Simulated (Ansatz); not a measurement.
The system is Rb3Sr.

```
Sr Rb
1.0
    -3.41177    3.41177    6.93246
     3.41177   -3.41177    6.93246
     3.41177    3.41177   -6.93246
Sr Rb
1 3
Direct
  0.00000 0.00000 0.00000
  0.50000 0.50000 0.00000
  0.25000 0.75000 0.50000
  0.75000 0.25000 0.50000
```

The cell comes from a database or a generator and needn't be the stable form of this composition.

- Program: Ansatz 0.2.0
- Task: single point
- Functional: PBE
- Potentials or basis: Ansatz PAW
- Cutoff: 420 eV (not typed: the program's choice for these potentials)
- k mesh: 6 × 6 × 6
- Occupations: fermi-dirac, width 0.05 eV
- Spin: no spin polarisation

On this cell: pressure 0.0 GPa; largest force under 0.003 eV/Å; band gap on the k mesh none (metal or under the smearing width).

The same run follows on a disturbed copy (atoms moved at random, drawn with an rms of 0.05 Å):

```xyz
4
Lattice="-3.4118 3.4118 6.9325 3.4118 -3.4118 6.9325 3.4118 3.4118 -6.9325" Properties=species:S:1:pos:R:3 pbc="T T T"
Sr    0.0246    0.0254    0.0072
Rb   -0.0498   -0.0126    6.9134
Rb    3.4056    0.0666    3.4745
Rb    0.0444    3.4461    3.4581
```

Question: What changes?

Answer: The energy (extrapolated to zero smearing) moves by +0.7 meV/atom; pressure 0.0 GPa; largest force 0.047 eV/Å; band gap on the k mesh none (metal or under the smearing width).

Forces in eV/Å, atoms in the order of the input:
```
Sr  -0.025 -0.004 -0.003
Rb   0.039  0.026  0.007
Rb   0.013 -0.023 -0.006
Rb  -0.026  0.002  0.002
```
